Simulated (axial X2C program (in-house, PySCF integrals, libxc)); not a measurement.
# SrNa: bond curves with and without spin–orbit coupling

Aim: find the lowest determinant of SrNa, scan the bond at several levels and fit the constants, once spin-free and once with spin–orbit coupling.

Method: all-electron X2C, Sr dyall-cv3z, Na dyall-cv3z; program: an in-house X2C program for linear molecules on PySCF integrals.

All values are calculated.

**1. The job**

The input, task.json:

```json
{
 "zs": [
  38,
  11
 ],
 "q": 0,
 "bas": [
  "dyall-cv3z",
  "dyall-cv3z"
 ],
 "levels": [
  "PBE0",
  "HF",
  "B97-3"
 ],
 "cc": true,
 "r0": 3.4,
 "thr": -1.0,
 "nmax": 90,
 "npts": 10,
 "nst": 2,
 "ntry": 6
}
```

Keys: zs atomic numbers; q charge; bas basis sets; levels methods (HF also brings MP2); cc coupled cluster on or off; r0 starting distance in Å; thr threshold in hartree for freezing inner shells (an s shell follows its p shell); nmax most natural virtual spinors; npts points asked for on the curve; nst determinants followed; ntry starts of the search.

Command:

```
python so2c.py task.json out
```

Spin-free means the one-electron spin-free X2C Hamiltonian; two-component (2c) means X2C with spin–orbit coupling and atomic mean-field two-electron Coulomb and Gaunt terms. Basis: Sr dyall-cv3z contracted to [13s12p8d5f1g], Na dyall-cv3z contracted to [9s8p5d2f]; Gaussian nuclei, density fitting. Masses: Sr 87.906 u, Na 22.990 u.

Notation: σ, π±, δ± give the projection m of an orbital's angular momentum (0, ±1, ±2), α and β its spin, Λ and M_S the sums; ω is the projection of a spinor's total angular momentum and Ω the sum. Logs are in hartree.

The results follow Hamiltonian by Hamiltonian and level by level.

**2. Which state to follow**

PBE0 moves the distance from 3.400 Å to 3.870 Å and compares determinants there.

Spin-free determinants:

```tsv
ΔE (eV)	state	open shells
0.00	M_S = 1/2, Λ = 0	beyond closed shells: σα
1.08	M_S = 1/2, Λ = 1	beyond closed shells: π+α
1.62	M_S = 3/2, Λ = 1	beyond closed shells: 2 × σα, π+α
1.93	M_S = 1/2, Λ = 2	beyond closed shells: δ+α
2.10	M_S = 3/2, Λ = 0	beyond closed shells: 3 × σα
2.12	M_S = 1/2, Λ = 1	beyond closed shells: 2 × σα, π+β
```

Two-component determinants:

```tsv
ΔE (eV)	state	open shells
0.00	Ω = 1/2	excess of +ω over −ω: ω = 1/2
1.09	Ω = 3/2	excess of +ω over −ω: ω = 3/2
1.64	Ω = 5/2	excess of +ω over −ω: 2 × ω = 1/2, ω = 3/2
1.94	Ω = 5/2	excess of +ω over −ω: ω = 5/2
2.10	Ω = 3/2	excess of +ω over −ω: 3 × ω = 1/2
2.13	Ω = 1/2	excess of +ω over −ω: 2 × ω = -1/2, ω = 3/2
2.48	Ω = 7/2	excess of +ω over −ω: 2 × ω = 1/2, ω = 5/2
```

**3. PBE0, spin-free**

State followed: M_S = 1/2, Λ = 0 (beyond closed shells: σα). The scan is laid around 3.870 Å, a first estimate of the minimum, and this SCF restarts from the orbitals of the search.

The SCF at the reference distance of 3.870 Å:

```text
spin-free X2C-1e  PBE0
basis functions 205  fitting functions 1007  grid points 5091
iter        total energy     max residual
   1      -3341.381760855     4.50e-05
   2      -3341.381760926     3.87e-05
   3      -3341.381760966     1.61e-05
   4      -3341.381760979     8.62e-06
   5      -3341.381760981     5.59e-06
converged
one-electron -4739.95037400  Coulomb 1461.36601894  exact exchange -29.49384885  xc functional -90.46016538  nuclear repulsion 57.15660831
```

Along the bond, energies from the lowest point:

| R (Å) | E (eV) | μ (D) | HOMO (eV) | LUMO (eV) | iterations |
| --- | --- | --- | --- | --- | --- |
| 3.367 | 0.1078 | 0.38 | -3.13 | -1.61 | 15 |
| 3.522 | 0.0444 | 0.37 | -3.16 | -1.63 | 11 |
| 3.638 | 0.0173 | 0.36 | -3.18 | -1.65 | 10 |
| 3.754 | 0.0036 | 0.35 | -3.20 | -1.67 | 10 |
| 3.870 | 0.0000 | 0.33 | -3.22 | -1.69 | 5 |
| 4.005 | 0.0055 | 0.31 | -3.25 | -1.71 | 10 |
| 4.141 | 0.0181 | 0.30 | -3.27 | -1.72 | 10 |
| 4.315 | 0.0407 | 0.28 | -3.31 | -1.73 | 10 |
| 4.528 | 0.0729 | 0.28 | -3.35 | -1.73 | 10 |
| 4.838 | 0.1200 | 0.28 | -3.41 | -1.72 | 11 |

Dipoles are positive if Na is the positive end.

Outer orbitals at the reference distance:

```csv
symmetry,occupied,ε (eV),atomic character
π-α,yes,-31.67,100% Na p
π+α,yes,-31.67,100% Na p
σα,yes,-31.65,100% Na p
π+β,yes,-31.61,100% Na p
π-β,yes,-31.61,100% Na p
σβ,yes,-31.61,100% Na p
π+α,yes,-24.85,100% Sr p
π-α,yes,-24.85,100% Sr p
π+β,yes,-24.82,100% Sr p
π-β,yes,-24.82,100% Sr p
σα,yes,-24.79,100% Sr p
σβ,yes,-24.74,100% Sr p
σα,yes,-4.52,"60% Sr s, 30% Na s, 7% Na p"
σβ,yes,-4.20,"64% Sr s, 21% Na s, 12% Na p"
σα,yes,-3.22,"41% Na s, 31% Sr p, 17% Sr s"
σβ,no,-1.69,"40% Na s, 35% Sr p, 14% Sr s"
π+α,no,-1.13,"69% Sr p, 29% Na p"
π-α,no,-1.13,"69% Sr p, 29% Na p"
π-β,no,-0.97,"65% Sr p, 25% Na p, 6% Sr d"
```

PBE0 fields in the half plane through the axis: z from -2.4 to 6.0 Å across, distance from the axis 0.15 to 2.25 Å upwards; Sr lies at z = 0 and Na at z = 3.870 Å; the ELF is damped to zero where the density is low.

log10 density (e/bohr³). Ten even steps from '0' (-3.71 ) to '9' (1.53 ):
```
01111111111111111111111100000
11112222222221111111111111000
11122222222222222222221111100
11222233333222222222222211110
12222344444332222222333221111
12223455555433222233444322111
12233456765433332335666432111
12234568986543333345787532211
```

ELF. Ten even steps from ' ' (0.04 ) to '@' (0.93 ):
```
==##@@@@@@@@%%%%##**++++========**##%%%%@@@@@@%%%%**==..  
##@@@@@@@@##++----::--==++++**##%%@@@@@@@@@@@@@@@@@@##++::
@@@@@@%%**--..        ..--**%%@@@@@@%%##++==++**%%@@@@##==
@@@@@@++::    ......    ..++%%@@@@%%++..      ..==##@@@@##
@@@@##::  ..--++****--    --%%@@@@++              --%%@@%%
@@%%==..  ==##%%%%%%##--  ..##@@%%..    --++--    ..++@@@@
@@##::  ::##%%::..::%%**....**@@##    ++%%@@%%==    --%%@@
@@##::  --%%****--****%%::..++@@**  ..%%%%..@@##..  ::%%@@
```

Re = 3.859 Å, ωe = 93.4 cm⁻¹, ωexe = 0.87 cm⁻¹, Be = 0.0621 cm⁻¹, De = 0.277 eV, μ = 0.33 D.

**4. HF, spin-free**

The SCF at the reference distance of 3.870 Å:

```text
spin-free X2C-1e  HF
basis functions 205  fitting functions 1007  grid points 5091
iter        total energy     max residual
   1      -3339.403142161     3.42e-01
   2      -3339.422063860     9.80e-03
   3      -3339.422926250     9.02e-03
   4      -3339.423410855     7.51e-03
   5      -3339.423682544     2.36e-03
   6      -3339.423821001     1.96e-03
   7      -3339.423872199     1.63e-03
   8      -3339.423891850     5.33e-04
   9      -3339.423901095     4.15e-04
  10      -3339.423904394     3.39e-04
  11      -3339.423905346     1.06e-04
  12      -3339.423905776     8.13e-05
  13      -3339.423905981     9.50e-05
  14      -3339.423906050     3.64e-05
  15      -3339.423906070     1.14e-05
  16      -3339.423906076     1.43e-05
  17      -3339.423906077     6.21e-06
  18      -3339.423906077     9.46e-07
converged
one-electron -4739.07511951  Coulomb 1460.55802842  exact exchange -118.06342331  xc functional 0.00000000  nuclear repulsion 57.15660831
```

Re = 4.281 Å, ωe = 54.2 cm⁻¹, ωexe = 1.52 cm⁻¹, Be = 0.05047 cm⁻¹, De = 0.049 eV, μ = -0.60 D. ⟨S²⟩ = 0.93 against 0.75 for a pure state, so this determinant mixes spins.

**5. B97-3, spin-free**

The SCF at the reference distance of 3.870 Å:

```text
spin-free X2C-1e  B97-3
basis functions 205  fitting functions 1007  grid points 5091
iter        total energy     max residual
   1      -3341.514576077     3.00e-02
   2      -3341.515681804     1.00e-02
   3      -3341.516199463     5.04e-03
   4      -3341.516259953     8.84e-04
   5      -3341.516272972     8.65e-04
   6      -3341.516274820     1.50e-04
   7      -3341.516275055     1.19e-04
   8      -3341.516275103     1.47e-05
   9      -3341.516275106     6.06e-06
converged
one-electron -4740.04942220  Coulomb 1461.47325467  exact exchange -31.77106124  xc functional -88.32565464  nuclear repulsion 57.15660831
```

Re = 3.842 Å, ωe = 97.4 cm⁻¹, ωexe = 0.749 cm⁻¹, Be = 0.06266 cm⁻¹, De = 0.309 eV, μ = 0.02 D.

**6. MP2 and beyond, spin-free**

Correlated methods: 3 electrons correlated (frozen shells, counted by type: Sr 4 s, 3 p, 1 d; Na 2 s, 1 p), 285 virtual spinors in MP2, 64 natural virtuals in coupled cluster.

Output of the correlated part at 3.870 Å:

```text
correlated 3  virtual 285  natural virtual 64  E(MP2) -0.019446974  MP2 remainder -0.000355182
iter   CCSD correlation   residual
   1     -0.024441559   1.36e-01
   2     -0.029525018   7.83e-02
   3     -0.030577510   2.91e-02
   4     -0.031097573   1.23e-02
   5     -0.031053190   4.60e-03
   6     -0.031101602   1.86e-03
   7     -0.031112461   7.14e-04
   8     -0.031105628   3.18e-04
   9     -0.031106872   1.58e-04
  10     -0.031107322   8.72e-05
  11     -0.031107024   3.71e-05
  12     -0.031106979   1.80e-05
  13     -0.031107165   9.62e-06
  14     -0.031107181   4.99e-06
(T) -0.000764917  T1 0.0992  D1 0.1379  max T2 0.117
```

T1 in the output is the amplitude norm over the root of the electron number; divide by √2 for the Lee–Taylor value.

MP2: Re = 4.012 Å, ωe = 72.8 cm⁻¹, Be = 0.05748 cm⁻¹, De = 0.046 eV.

CCSD: Re = 3.951 Å, ωe = 84.6 cm⁻¹, ωexe = 1.19 cm⁻¹, Be = 0.05925 cm⁻¹, De = 0.174 eV. T1 at Re = 0.072 (Lee–Taylor, the printed value over √2).

CCSD(T): Re = 3.939 Å, ωe = 86.7 cm⁻¹, ωexe = 1.13 cm⁻¹, Be = 0.05963 cm⁻¹, De = 0.195 eV. T1 at Re = 0.072 (Lee–Taylor, the printed value over √2).

**7. A higher determinant, spin-free**

State: M_S = 1/2, Λ = 1 (beyond closed shells: π+α).

Output at the reference distance:

```text
spin-free X2C-1e  PBE0
basis functions 205  fitting functions 1007  grid points 5091
iter        total energy     max residual
   1      -3341.342081491     8.29e-05
   2      -3341.342081591     6.55e-05
   3      -3341.342081636     8.35e-06
   4      -3341.342081641     3.43e-06
converged
one-electron -4739.60831920  Coulomb 1461.05105595  exact exchange -29.49080777  xc functional -90.45061894  nuclear repulsion 57.15660831
```

| R (Å) | E above the lowest PBE0 point (eV) |
| --- | --- |
| 3.367 | 0.922 |
| 3.522 | 0.946 |
| 3.638 | 0.981 |
| 3.754 | 1.026 |
| 3.870 | 1.080 |
| 4.005 | 1.150 |
| 4.141 | 1.225 |
| 4.315 | 1.326 |
| 4.528 | 1.452 |

No constants are quoted: the lowest point is the short end of the scan.

**8. The spin-free curves together**

Energy (eV) of the followed determinant, spin-free, from each level's lowest point:

| R (Å) | PBE0 | HF | MP2 | CCSD | CCSD(T) | B97-3 |
| --- | --- | --- | --- | --- | --- | --- |
| 3.367 | 0.108 | 0.233 | 0.154 | n/a | n/a | 0.105 |
| 3.522 | 0.044 | 0.136 | 0.075 | 0.067 | 0.065 | 0.042 |
| 3.638 | 0.017 | 0.086 | 0.039 | 0.032 | 0.030 | 0.015 |
| 3.754 | 0.004 | 0.051 | 0.016 | 0.011 | 0.009 | 0.002 |
| 3.870 | 0.000 | 0.027 | 0.004 | 0.001 | 0.000 | 0.000 |
| 4.005 | 0.006 | 0.010 | 0.000 | 0.000 | 0.000 | 0.007 |
| 4.141 | 0.018 | 0.002 | 0.003 | 0.006 | 0.007 | 0.022 |
| 4.315 | 0.041 | 0.000 | 0.011 | 0.021 | 0.023 | 0.048 |
| 4.528 | 0.073 | 0.004 | 0.025 | n/a | n/a | 0.086 |
| 4.838 | 0.120 | 0.016 | 0.042 | n/a | n/a | 0.142 |

**9. PBE0, 2c**

State followed: Ω = 1/2 (excess of +ω over −ω: ω = 1/2). The scan is laid around 3.870 Å, a first estimate of the minimum, and this SCF restarts from the orbitals of the search.

The SCF at the reference distance of 3.870 Å:

```text
two-component X2C + atomic mean field  PBE0
basis functions 205  fitting functions 1007  grid points 5091
iter        total energy     max residual
   1      -3340.189251971     1.63e-05
   2      -3340.189251971     9.49e-06
converged
one-electron -4736.78790347  Coulomb 1460.68760236  exact exchange -29.48012490  xc functional -90.41886027  nuclear repulsion 57.15660831  atomic mean-field constant -1.34657401
```

Along the bond, energies from the lowest point:

| R (Å) | E (eV) | μ (D) | HOMO (eV) | LUMO (eV) | iterations |
| --- | --- | --- | --- | --- | --- |
| 3.367 | 0.1077 | 0.38 | -3.13 | -1.61 | 15 |
| 3.522 | 0.0443 | 0.37 | -3.16 | -1.63 | 11 |
| 3.638 | 0.0173 | 0.36 | -3.18 | -1.66 | 10 |
| 3.754 | 0.0036 | 0.35 | -3.20 | -1.67 | 10 |
| 3.870 | 0.0000 | 0.33 | -3.22 | -1.69 | 2 |
| 4.005 | 0.0055 | 0.31 | -3.25 | -1.71 | 10 |
| 4.141 | 0.0181 | 0.30 | -3.27 | -1.72 | 10 |
| 4.315 | 0.0407 | 0.28 | -3.31 | -1.73 | 10 |
| 4.528 | 0.0729 | 0.28 | -3.35 | -1.73 | 10 |
| 4.838 | 0.1200 | 0.28 | -3.41 | -1.72 | 11 |

Dipoles are positive if Na is the positive end.

Outer spinors at the reference distance:

```csv
ω,occupied,ε (eV),atomic character,λ mixture
-1/2,yes,-31.75,100% Na p,"80% π, 20% σ"
1/2,yes,-31.73,100% Na p,"54% π, 46% σ"
3/2,yes,-31.60,100% Na p,100% π
1/2,yes,-31.58,100% Na p,"54% σ, 46% π"
-1/2,yes,-31.56,100% Na p,"80% σ, 20% π"
-3/2,yes,-31.55,100% Na p,100% π
-1/2,yes,-25.57,100% Sr p,"71% π, 29% σ"
1/2,yes,-25.57,100% Sr p,"68% π, 32% σ"
3/2,yes,-24.46,100% Sr p,100% π
-3/2,yes,-24.43,100% Sr p,100% π
1/2,yes,-24.41,100% Sr p,"68% σ, 32% π"
-1/2,yes,-24.38,100% Sr p,"71% σ, 29% π"
1/2,yes,-4.52,"60% Sr s, 30% Na s, 7% Na p",100% σ
-1/2,yes,-4.20,"64% Sr s, 21% Na s, 12% Na p",100% σ
1/2,yes,-3.22,"41% Na s, 31% Sr p, 17% Sr s",100% σ
-1/2,no,-1.69,"40% Na s, 35% Sr p, 14% Sr s",100% σ
-1/2,no,-1.14,"70% Sr p, 28% Na p",100% π
3/2,no,-1.11,"68% Sr p, 30% Na p",100% π
1/2,no,-0.99,"65% Sr p, 25% Na p, 6% Sr d","96% π, 4% σ"
```

PBE0 fields in the half plane through the axis: z from -2.4 to 6.0 Å across, distance from the axis 0.15 to 2.25 Å upwards; Sr lies at z = 0 and Na at z = 3.870 Å; the ELF is damped to zero where the density is low.

log10 density (e/bohr³). Ten even steps from '0' (-3.71 ) to '9' (1.53 ):
```
01111111111111111111111100000
11112222222221111111111111000
11122222222222222222221111100
11222233333222222222222211110
12222344444332222222333221111
12223455555433222233444322111
12233456765433332335666432111
12234568986543333345787532211
```

ELF. Ten even steps from '0' (0.04 ) to '9' (0.93 ):
```
47999988765544446788999886410
79999753323455678999999999752
99986310000136899987545689974
99952001110015899851000147997
99720135663003899500000003898
98410488887301798100353001599
97202782128711697005898400389
97203866366821596018819710289
```

Re = 3.859 Å, ωe = 93.4 cm⁻¹, ωexe = 0.87 cm⁻¹, Be = 0.06211 cm⁻¹, De = 0.277 eV, μ = 0.33 D.

**10. HF, 2c**

Output at 3.870 Å:

```text
two-component X2C + atomic mean field  HF
basis functions 205  fitting functions 1007  grid points 5091
iter        total energy     max residual
   1      -3338.210766390     3.42e-01
   2      -3338.229682060     9.78e-03
   3      -3338.230547585     9.04e-03
   4      -3338.231035258     7.51e-03
   5      -3338.231309432     2.37e-03
   6      -3338.231449659     1.98e-03
   7      -3338.231501740     1.64e-03
   8      -3338.231521820     5.40e-04
   9      -3338.231531368     4.22e-04
  10      -3338.231534884     3.51e-04
  11      -3338.231535973     1.15e-04
  12      -3338.231536521     9.26e-05
  13      -3338.231536820     1.17e-04
  14      -3338.231536951     5.06e-05
  15      -3338.231537008     1.61e-05
  16      -3338.231537042     3.62e-05
  17      -3338.231537064     2.76e-05
  18      -3338.231537079     1.35e-05
  19      -3338.231537090     1.27e-05
  20      -3338.231537095     1.47e-05
  21      -3338.231537097     6.16e-06
  22      -3338.231537098     8.81e-07
converged
one-electron -4735.91197310  Coulomb 1459.87886311  exact exchange -118.00846142  xc functional 0.00000000  nuclear repulsion 57.15660831  atomic mean-field constant -1.34657401
```

Re = 4.283 Å, ωe = 54.0 cm⁻¹, ωexe = 1.53 cm⁻¹, Be = 0.05043 cm⁻¹, De = 0.049 eV, μ = -0.59 D.

**11. B97-3, 2c**

The SCF at the reference distance of 3.870 Å:

```text
two-component X2C + atomic mean field  B97-3
basis functions 205  fitting functions 1007  grid points 5091
iter        total energy     max residual
   1      -3340.322271372     3.11e-02
   2      -3340.323376730     1.00e-02
   3      -3340.323894353     5.22e-03
   4      -3340.323954885     8.84e-04
   5      -3340.323967948     8.71e-04
   6      -3340.323969804     1.39e-04
   7      -3340.323970044     1.21e-04
   8      -3340.323970092     1.49e-05
   9      -3340.323970095     6.15e-06
converged
one-electron -4736.88697184  Coulomb 1460.79486262  exact exchange -31.75627964  xc functional -88.28561554  nuclear repulsion 57.15660831  atomic mean-field constant -1.34657401
```

Re = 3.842 Å, ωe = 97.4 cm⁻¹, ωexe = 0.749 cm⁻¹, Be = 0.06267 cm⁻¹, De = 0.309 eV, μ = 0.02 D.

**12. MP2 and beyond, 2c**

Correlated methods: 3 electrons correlated (frozen shells, counted by type: Sr 4 s, 3 p, 1 d; Na 2 s, 1 p), 285 virtual spinors in MP2, 64 natural virtuals in coupled cluster.

Output of the correlated part at 3.870 Å:

```text
correlated 3  virtual 285  natural virtual 64  E(MP2) -0.019423622  MP2 remainder -0.000354439
iter   CCSD correlation   residual
   1     -0.024414310   1.36e-01
   2     -0.029494830   7.83e-02
   3     -0.030551110   2.92e-02
   4     -0.031074420   1.23e-02
   5     -0.031030413   4.65e-03
   6     -0.031079895   1.90e-03
   7     -0.031090952   7.52e-04
   8     -0.031083973   3.49e-04
   9     -0.031085302   1.80e-04
  10     -0.031085833   9.98e-05
  11     -0.031085502   4.27e-05
  12     -0.031085455   2.07e-05
  13     -0.031085680   1.10e-05
  14     -0.031085709   5.59e-06
  15     -0.031085663   2.35e-06
  16     -0.031085644   1.14e-06
(T) -0.000764779  T1 0.0995  D1 0.1380  max T2 0.118
```

MP2: Re = 4.012 Å, ωe = 73.0 cm⁻¹, Be = 0.05748 cm⁻¹, De = 0.046 eV.

CCSD: Re = 3.952 Å, ωe = 84.7 cm⁻¹, ωexe = 1.2 cm⁻¹, Be = 0.05924 cm⁻¹, De = 0.174 eV. T1 at Re = 0.072 (Lee–Taylor, the printed value over √2).

CCSD(T): Re = 3.939 Å, ωe = 86.8 cm⁻¹, ωexe = 1.13 cm⁻¹, Be = 0.05962 cm⁻¹, De = 0.195 eV. T1 at Re = 0.072 (Lee–Taylor, the printed value over √2).

**13. A higher determinant, 2c**

State: Ω = 3/2 (excess of +ω over −ω: ω = 3/2).

Output at the reference distance:

```text
two-component X2C + atomic mean field  PBE0
basis functions 205  fitting functions 1007  grid points 5091
iter        total energy     max residual
   1      -3340.149208517     6.59e-05
   2      -3340.149208633     5.69e-05
   3      -3340.149208795     3.49e-05
   4      -3340.149208887     2.12e-05
   5      -3340.149208913     2.05e-05
   6      -3340.149208958     1.65e-05
   7      -3340.149208975     1.01e-05
   8      -3340.149208981     6.99e-06
converged
one-electron -4736.45013623  Coulomb 1460.37788514  exact exchange -29.47727632  xc functional -90.40971587  nuclear repulsion 57.15660831  atomic mean-field constant -1.34657401
```

| R (Å) | E above the lowest PBE0 point (eV) |
| --- | --- |
| 3.367 | 0.932 |
| 3.522 | 0.956 |
| 3.638 | 0.991 |
| 3.754 | 1.036 |
| 3.870 | 1.090 |
| 4.005 | 1.160 |
| 4.141 | 1.235 |
| 4.315 | 1.336 |
| 4.528 | 1.461 |

No constants are quoted: the lowest point is the short end of the scan.

**14. The 2c curves together**

Energy (eV) of the followed determinant, 2c, from each level's lowest point:

| R (Å) | PBE0 | HF | MP2 | CCSD | CCSD(T) | B97-3 |
| --- | --- | --- | --- | --- | --- | --- |
| 3.367 | 0.108 | 0.233 | 0.154 | n/a | n/a | 0.105 |
| 3.522 | 0.044 | 0.136 | 0.076 | 0.067 | 0.065 | 0.042 |
| 3.638 | 0.017 | 0.086 | 0.039 | 0.032 | 0.030 | 0.015 |
| 3.754 | 0.004 | 0.051 | 0.016 | 0.011 | 0.009 | 0.002 |
| 3.870 | 0.000 | 0.027 | 0.004 | 0.001 | 0.000 | 0.000 |
| 4.005 | 0.006 | 0.010 | 0.000 | 0.000 | 0.000 | 0.007 |
| 4.141 | 0.018 | 0.002 | 0.003 | 0.006 | 0.007 | 0.022 |
| 4.315 | 0.041 | 0.000 | 0.011 | 0.021 | 0.023 | 0.048 |
| 4.528 | 0.073 | 0.004 | 0.025 | n/a | n/a | 0.086 |
| 4.838 | 0.120 | 0.015 | 0.043 | n/a | n/a | 0.142 |

Time for the job: 1.8 min (1 thread of AMD EPYC 7B13 (Zen 3), shared host); peak memory 0.46 GiB.

**15. Constants**

Lowest determinant that the search found at its distance, spin-free: M_S = 1/2, Λ = 0 (beyond closed shells: σα).

Lowest determinant that the search found at its distance, 2c: Ω = 1/2 (excess of +ω over −ω: ω = 1/2).

```tsv
Hamiltonian	level	Re (Å)	ωe (cm⁻¹)	De (eV)	μ (D)
spin-free	PBE0	3.859	93.4	0.277	0.33
spin-free	HF	4.281	54.2	0.049	-0.60
spin-free	MP2	4.012	72.8	0.046	n/a
spin-free	CCSD	3.951	84.6	0.174	n/a
spin-free	CCSD(T)	3.939	86.7	0.195	n/a
spin-free	B97-3	3.842	97.4	0.309	0.02
2c	PBE0	3.859	93.4	0.277	0.33
2c	HF	4.283	54.0	0.049	-0.59
2c	MP2	4.012	73.0	0.046	n/a
2c	CCSD	3.952	84.7	0.174	n/a
2c	CCSD(T)	3.939	86.8	0.195	n/a
2c	B97-3	3.842	97.4	0.309	0.02
```

Dipoles are positive if Na is the positive end. Spin-free ⟨S²⟩ is off its pure value at HF 0.93.

Time per point (s) on 1 thread of AMD EPYC 7B13 (Zen 3), shared host (2c runs; CCSD comes with the CCSD(T) run); the times are rough: PBE0 0.69, HF 0.72, MP2 0.75, CCSD(T) 1.8, B97-3 0.73.

In words: At CCSD(T), going from spin-free to two-component changes Re by 0 mÅ, ωe by +0.1 %, which is small (part of it comes from the scalar share of the two-electron terms). De moves by 0.00 eV; both De rest on single-determinant atoms, which can miss part of an open shell's spin–orbit lowering.

De refers to Sr + Na, each in the lowest determinant found, which need not be this curve's own limit. The state is a single determinant with fixed occupations, the lowest that a limited PBE0 search found. Dissociation energies refer to the lowest single-determinant-based atoms at the same level and basis. Density functionals use the spin component along the axis (collinear). CCSD and (T) use frozen natural virtuals with an MP2 correction for the truncation. The spin-free determinant is spin-contaminated at some levels, which hurts MP2 most. With the outer-core shells frozen, correlated bond lengths of heavy atoms tend to come out a few hundredths of an ångström too long. T1 at Re is 0.072 (Lee–Taylor), above the customary mark of 0.02.
